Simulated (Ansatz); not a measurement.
# Mo2C3: the cost of one run

Computed with Ansatz 0.2.0 (DFT PBE, scalar-relativistic, plane waves, PAW, unless a step's input says otherwise).

1 further run of the same task is left out (it didn't finish).

## Step 1: Starting point

Symmetry: Fd-3m, No. 227, cubic system. Conventional cell: a = 8.809 Å, b = 8.809 Å, c = 8.809 Å, α = 90.00°, β = 90.00°, γ = 90.00°. Around Mo (site symmetry -3m) lie 2 C at 1.91 Å. C (site symmetry -43m) is surrounded by 4 Mo at 1.91 Å. Around C (site symmetry -3m) lie 6 C at 3.11 Å and 6 Mo at 3.11 Å.

As a file:

```cif
data_structure
_symmetry_space_group_name_H-M 'Fd-3m:1'
_symmetry_Int_Tables_number 227
_cell_length_a 8.8092
_cell_length_b 8.8092
_cell_length_c 8.8092
_cell_angle_alpha 90.000
_cell_angle_beta 90.000
_cell_angle_gamma 90.000
_cell_volume 683.61
loop_
_atom_site_label
_atom_site_type_symbol
_atom_site_symmetry_multiplicity
_atom_site_Wyckoff_symbol
_atom_site_fract_x
_atom_site_fract_y
_atom_site_fract_z
_atom_site_occupancy
Mo1 Mo 16 d 0.12500 0.62500 0.12500 1
C1 C 8 b 0.00000 0.00000 0.50000 1
C2 C 16 c 0.12500 0.12500 0.12500 1
```

Recipe of the guess: random cell by space group and Wyckoff sites (Fd-3m, No. 227). Lengths come from tabulated atomic sizes and are only a guess.

## Step 2: Probe: one point on a coarse mesh

input.yaml

```yaml
crystal:
  lattice:
    - [0.0, 4.40460014, 4.40460014]
    - [4.40460014, 0.0, 4.40460014]
    - [4.40460014, 4.40460014, 0.0]
  atoms:
    - { symbol: Mo, position: [0.125, 0.125, 0.125] }
    - { symbol: Mo, position: [0.125, 0.125, 0.625] }
    - { symbol: Mo, position: [0.125, 0.625, 0.125] }
    - { symbol: Mo, position: [0.625, 0.125, 0.125] }
    - { symbol: C, position: [0.0, 0.0, 0.0] }
    - { symbol: C, position: [0.25, 0.25, 0.25] }
    - { symbol: C, position: [0.625, 0.625, 0.625] }
    - { symbol: C, position: [0.625, 0.625, 0.125] }
    - { symbol: C, position: [0.625, 0.125, 0.625] }
    - { symbol: C, position: [0.125, 0.625, 0.625] }
basis:
  ecutwfc: 420
kpoints:
  mp_grid: { grid: [4, 4, 4] }
hamiltonian:
  xc: pbe
scf:
  occupations: { method: gaussian, width: 0.1 }
  lower_state_search: "off"
output:
  forces: true
  stress: true
  eigenvalues: true
```

Launch:

```
$ ansatz run input.yaml --threads 1 --pin off --max-ram 2560MiB --backend cpu --events-out ev --progress --plain --runs-dir out
```

**Question.** How long does this run take on 1 thread of Arm Neoverse V1, shared host, and how much memory does it need?

About 4.5 s, with a peak of 0.41 GiB.
